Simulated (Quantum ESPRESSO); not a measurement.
TaAs:

```
Ta As
1.0
    -1.72181    1.72181    5.86794
     1.72181   -1.72181    5.86794
     1.72181    1.72181   -5.86794
Ta As
2 2
Cartesian
  0.0000 0.0000 5.8676
  1.7218 0.0000 2.9336
  0.0000 0.0000 0.9698
  0.0000 1.7218 3.9037
```

The cell is a database's computed one.

Base run:

```yaml
Program: Quantum ESPRESSO 7.5
Functional: PBEsol
Potentials_or_basis: GBRV 1.5 PBEsol
Cutoff: 762 eV
Density_cutoff: 6095 eV
k_mesh: 11 × 11 × 11
Occupations: fermi-dirac, width 0.05 eV
Spin: no spin polarisation
```

Its results: band gap on the k mesh none (metal or under the smearing width); pressure -3.2 GPa; largest force 0.021 eV/Å.

**Question.** The run is repeated on the same cell with these changes: functional from PBEsol to PBE; potentials or basis from GBRV 1.5 PBEsol to SSSP 1.3 efficiency PBE; cutoff from 762 eV to 748 eV; density cutoff from 6095 eV to 5987 eV. What comes out?

**Answer.** Band gap on the k mesh none (metal or under the smearing width); pressure 2.7 GPa; largest force 0.020 eV/Å.
